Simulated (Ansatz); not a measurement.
# SnO: the cost of one run

Program: Ansatz 0.2.0. Level of theory: DFT PBE, scalar-relativistic, plane waves, PAW. These are calculated values, not measurements.

1 further run of the same task is left out (it didn't finish).

## Step 1: Starting point

Symmetry: P4/nmm, No. 129, tetragonal system. The conventional cell has a = 3.799 Å, b = 3.799 Å, c = 4.841 Å, α = 90.00°, β = 90.00°, γ = 90.00°. Around Sn (site symmetry 4mm) lie 4 O at 2.22 Å. O (site symmetry -4m2) is surrounded by 4 Sn at 2.22 Å.

As a file:

```cif
data_structure
_symmetry_space_group_name_H-M 'P4/nmm:1'
_symmetry_Int_Tables_number 129
_cell_length_a 3.7986
_cell_length_b 3.7986
_cell_length_c 4.8408
_cell_angle_alpha 90.000
_cell_angle_beta 90.000
_cell_angle_gamma 90.000
_cell_volume 69.85
loop_
_atom_site_label
_atom_site_type_symbol
_atom_site_symmetry_multiplicity
_atom_site_Wyckoff_symbol
_atom_site_fract_x
_atom_site_fract_y
_atom_site_fract_z
_atom_site_occupancy
Sn1 Sn 2 c 0.50000 0.00000 0.23690 1
O1 O 2 a 0.00000 0.00000 0.00000 1
```

The structure comes from the Crystallography Open Database.

## Step 2: The base run

File input.yaml:

```yaml
crystal:
  lattice:
    - [3.7986, 0.0, 0.0]
    - [0.0, 3.7986, 0.0]
    - [0.0, 0.0, 4.8408]
  atoms:
    - { symbol: Sn, position: [0.5, 0.0, 0.2369] }
    - { symbol: Sn, position: [0.0, 0.5, 0.7631] }
    - { symbol: O, position: [0.0, 0.0, 0.0] }
    - { symbol: O, position: [0.5, 0.5, 0.0] }
basis:
  ecutwfc: 420
  fft_grid_basis: typed
kpoints:
  mp_grid: { grid: [8, 8, 6] }
hamiltonian:
  xc: pbe
scf:
  occupations: { method: gaussian, width: 0.05 }
output:
  forces: true
  stress: true
  eigenvalues: true
  bader: true
  write_density: true
  volumetric_format: npy
  elf: true
```

Started as:

```console
$ ansatz run input.yaml --threads 1 --pin off --max-ram 2560MiB --backend cpu --events-out ev --progress --plain --runs-dir out
```

What time and memory should one allow on 1 thread of Arm Neoverse V1, shared host?

About 39 s, with a peak of 0.36 GiB.
